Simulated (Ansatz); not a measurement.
# C2H8AlCl: the cost of one run

Program: Ansatz 0.2.0. Level of theory: RKS PBE0/def2-SVP. These are calculated values, not measurements.

## Step 1: The system as given

Bond lengths: Al1–C3 1.976 Å, Al1–C4 1.976 Å, Al1–Cl6 2.601 Å, C3–H7 1.097 Å, C3–H8 1.096 Å, C3–H9 1.093 Å, C4–H10 1.093 Å, C4–H11 1.096 Å, C4–H12 1.097 Å. Angles (14 of 15 angles, heavy atoms first): C3–Al1–C4 141.5°, C3–Al1–Cl6 105.6°, C4–Al1–Cl6 106.2°, Al1–C3–H7 108.1°, Al1–C3–H8 111.7°, Al1–C3–H9 116.2°, Al1–C4–H10 115.9°, Al1–C4–H11 111.1°, Al1–C4–H12 109.1°, H7–C3–H8 106.1°, H7–C3–H9 107.3°, H8–C3–H9 106.9°, H10–C4–H11 106.9°, H10–C4–H12 107.3°.

As a file:

```xyz
12

Al   -0.0014    0.0069   -0.0031
H     1.5915    0.5728   -1.0811
C     0.7554   -1.0220    1.5046
C    -1.5326    0.0211   -1.2521
H     1.3551    1.3800   -0.5802
Cl    0.5436    2.4987    0.5075
H     1.8423   -0.8701    1.5092
H     0.3927   -0.6515    2.4702
H     0.5773   -2.1003    1.4915
H    -2.0261   -0.9413   -1.4132
H    -2.3052    0.7246   -0.9215
H    -1.1927    0.3811   -2.2315
```

## Step 2: A restrained relaxation towards end A

Springs on the bonds that form and break draw the guess towards this end; the thresholds are loose.

Contents of input.yaml:

```yaml
crystal:
  periodic: [false, false, false]
  atoms:
    - { symbol: Al, position_ang: [-0.0014, 0.0069, -0.0031] }
    - { symbol: H, position_ang: [1.5915, 0.5728, -1.0811] }
    - { symbol: C, position_ang: [0.7554, -1.022, 1.5046] }
    - { symbol: C, position_ang: [-1.5326, 0.0211, -1.2521] }
    - { symbol: H, position_ang: [1.3551, 1.38, -0.5802] }
    - { symbol: Cl, position_ang: [0.5436, 2.4987, 0.5075] }
    - { symbol: H, position_ang: [1.8423, -0.8701, 1.5092] }
    - { symbol: H, position_ang: [0.3927, -0.6515, 2.4702] }
    - { symbol: H, position_ang: [0.5773, -2.1003, 1.4915] }
    - { symbol: H, position_ang: [-2.0261, -0.9413, -1.4132] }
    - { symbol: H, position_ang: [-2.3052, 0.7246, -0.9215] }
    - { symbol: H, position_ang: [-1.1927, 0.3811, -2.2315] }
basis:
  gaussian: { orbitals: def2-SVP }
hamiltonian:
  xc: pbe0
relax:
  f_tol: 0.15
  max_steps: 25
  restrain:
    - { distance: [0, 5], at: 3.53, k: 30.0 }
    - { distance: [4, 1], at: 1.92, k: 30.0 }
    - { distance: [0, 1], at: 1.52, k: 30.0 }
    - { distance: [4, 5], at: 1.33, k: 30.0 }
```

The run is started by

```bash
$ ansatz run input.yaml --threads 2 --pin off --max-ram 3072MiB --backend cpu --events-out ev --progress --plain --runs-dir out
```

**Question.** How long does this run take on 2 threads of Arm Neoverse V1, shared host, and how much memory does it need?

About 25 s, with a peak of 0.22 GiB.
